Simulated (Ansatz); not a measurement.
# CH9N4Nb: how energies converge with the basis set

Aim: see how fast density functionals converge with the basis set for CH9N4Nb.

Computed with Ansatz 0.2.0, Gaussian basis. Level: one geometry, several basis sets.

The runs, in order: PBE0-D4/def2-SVP; ωB97M-V/def2-SVP; PBE0-D4/def2-QZVPP; ωB97M-V/def2-QZVPP; the functionals' def2-TZVPP values are taken from earlier runs.

### Step 1. Structure used throughout

The geometry comes from an earlier relaxation with PBE0-D4 in a triple-zeta def2 set; it is a stationary point, not always the lowest conformer. Nb takes the def2 core potential; no spin-orbit term is included.

SMILES `C[N]=[Nb]([NH2])([NH2])[NH2]`, 15 atoms, charge 0, spin multiplicity 1.

Atoms are counted from 1 here; the program's logs count them from 0.

Bond lengths: C1–N2 1.418 Å, C1–H7 1.096 Å, C1–H8 1.097 Å, C1–H9 1.097 Å, N2–Nb3 1.750 Å, Nb3–N4 1.997 Å, Nb3–N5 1.997 Å, Nb3–N6 1.997 Å, N4–H10 1.011 Å, N4–H11 1.008 Å, N5–H12 1.008 Å, N5–H13 1.011 Å, N6–H14 1.008 Å, N6–H15 1.011 Å. Angles: N2–C1–H7 111.2°, N2–C1–H8 111.2°, N2–C1–H9 111.2°, H7–C1–H8 107.7°, H7–C1–H9 107.7°, H8–C1–H9 107.7°, C1–N2–Nb3 180.0°, N2–Nb3–N4 107.4°, N2–Nb3–N5 107.4°, N2–Nb3–N6 107.4°, N4–Nb3–N5 111.4°, N4–Nb3–N6 111.4°, N5–Nb3–N6 111.5°, Nb3–N4–H10 123.5°, Nb3–N4–H11 126.0°, H10–N4–H11 109.3°, Nb3–N5–H12 126.0°, Nb3–N5–H13 123.5° and more.

Coordinates:

```xyz
15

C     0.0705   -2.0669    1.4927
N     0.0306   -0.9179    0.6622
Nb   -0.0192    0.5002   -0.3621
N     0.3246   -0.1020   -2.2344
N     1.4030    1.7475    0.2763
N    -1.8357    1.3076   -0.1770
H    -0.9394   -2.3873    1.7749
H     0.6277   -1.8693    2.4162
H     0.5568   -2.9074    0.9835
H     0.7285    0.4915   -2.9460
H     0.3190   -1.0561   -2.5610
H     2.1425    1.5213    0.9236
H     1.3639    2.7499    0.1519
H    -2.5204    1.0724    0.5251
H    -2.2744    1.8657   -0.8967
```

### Step 2. PBE0-D4 in def2-SVP

in.yaml

```yaml
crystal:
  periodic: [false, false, false]
  atoms:
    - {symbol: C, position_ang: [0.070516, -2.066891, 1.492729]}
    - {symbol: N, position_ang: [0.030583, -0.917868, 0.662247]}
    - {symbol: Nb, position_ang: [-0.019164, 0.500152, -0.362077]}
    - {symbol: N, position_ang: [0.324600, -0.101979, -2.234382]}
    - {symbol: N, position_ang: [1.403031, 1.747516, 0.276251]}
    - {symbol: N, position_ang: [-1.835717, 1.307629, -0.177018]}
    - {symbol: H, position_ang: [-0.939444, -2.387301, 1.774914]}
    - {symbol: H, position_ang: [0.627700, -1.869338, 2.416242]}
    - {symbol: H, position_ang: [0.556771, -2.907433, 0.983453]}
    - {symbol: H, position_ang: [0.728539, 0.491544, -2.945985]}
    - {symbol: H, position_ang: [0.319038, -1.056095, -2.560957]}
    - {symbol: H, position_ang: [2.142502, 1.521319, 0.923583]}
    - {symbol: H, position_ang: [1.363855, 2.749892, 0.151859]}
    - {symbol: H, position_ang: [-2.520360, 1.072384, 0.525087]}
    - {symbol: H, position_ang: [-2.274351, 1.865671, -0.896744]}
basis:
  gaussian: {orbitals: def2-SVP}
hamiltonian: {xc: pbe0, dispersion: d4}
output: {orbitals: {seedname: orbitals}}
```

Started as:

```sh
$ ansatz run in.yaml --threads 4 --pin off --events-out ev --progress --plain --max-ram 11315MiB
```

After this run come: ωB97M-V in def2-SVP; PBE0-D4 in def2-QZVPP; ωB97M-V in def2-QZVPP.

**Question.** What will the summary of the whole plan be? Wanted: PBE0-D4: double and triple zeta above quadruple; ωB97M-V: double and triple zeta above quadruple.

The runs gave:

```
                                       quantity          value
PBE0-D4: double and triple zeta above quadruple  9.36, 0.53 eV
ωB97M-V: double and triple zeta above quadruple  9.68, 0.51 eV
```

**Reading.** PBE0-D4 gains 8.83 eV from double to triple zeta, then 0.53 eV more. Total energies overstate the basis error of differences, where much of it tends to cancel. The LUMO of ωB97M-V is positive and keeps falling with the basis (1.37 to 0.54 eV): an unbound level that the basis holds in place.
